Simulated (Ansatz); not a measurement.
# BN: the cost of one run

Method: DFT LDA, scalar-relativistic, plane waves, PAW, in Ansatz 0.2.0.

1 further run of the same task is left out (set aside as unsound or not needed).

## 1. The structure to begin with

Symmetry: F-43m, No. 216, cubic system. The conventional cell has a = 3.581 Å, b = 3.581 Å, c = 3.581 Å, α = 90.00°, β = 90.00°, γ = 90.00°. B (site symmetry -43m) is surrounded by 4 N at 1.55 Å. N (site symmetry -43m) is surrounded by 4 B at 1.55 Å.

As a file:

```cif
data_structure
_symmetry_space_group_name_H-M 'P 1'
_symmetry_Int_Tables_number 1
_cell_length_a 2.5318
_cell_length_b 2.5318
_cell_length_c 2.5318
_cell_angle_alpha 60.000
_cell_angle_beta 60.000
_cell_angle_gamma 60.000
_cell_volume 11.48
loop_
_atom_site_label
_atom_site_type_symbol
_atom_site_fract_x
_atom_site_fract_y
_atom_site_fract_z
_atom_site_occupancy
B1 B 0.00000 0.00000 0.00000 1
N1 N 0.75000 0.75000 0.75000 1
```

It goes back to an entry of the Materials Project.

This cell was relaxed beforehand with the same method: volume 5.74 Å³/atom, gap on the mesh 4.39 eV.

## 2. Relaxing at 12 GPa

What is minimised here is the enthalpy; the energy can go up as the cell is squeezed.

input.yaml

```yaml
crystal:
  lattice:
    - [0.0, 1.7902744181, 1.7902744181]
    - [1.7902744181, 0.0, 1.7902744181]
    - [1.7902744181, 1.7902744181, 0.0]
  atoms:
    - { symbol: B, position: [0.0, 0.0, 0.0] }
    - { symbol: "N", position: [0.75, 0.75, 0.75] }
basis:
  ecutwfc: 420
kpoints:
  mp_grid: { grid: [12, 12, 12] }
hamiltonian:
  xc: lda
scf:
  occupations: { method: fixed }
output:
  forces: true
  stress: true
  eigenvalues: true
relax:
  adjacent_minimum: "off"
  f_tol: 0.001
  max_steps: 60
  cell: { stress_tol: 0.02, p_target: 12.0 }
```

The run is started by

```bash
$ ansatz run input.yaml --threads 1 --pin off --max-ram 3072MiB --backend cpu --events-out ev --progress --plain --runs-dir out
```

What time and memory should one allow on 1 thread of Intel Xeon Platinum 8488C (Sapphire Rapids), shared host?

About 6 s, with a peak of 0.32 GiB.
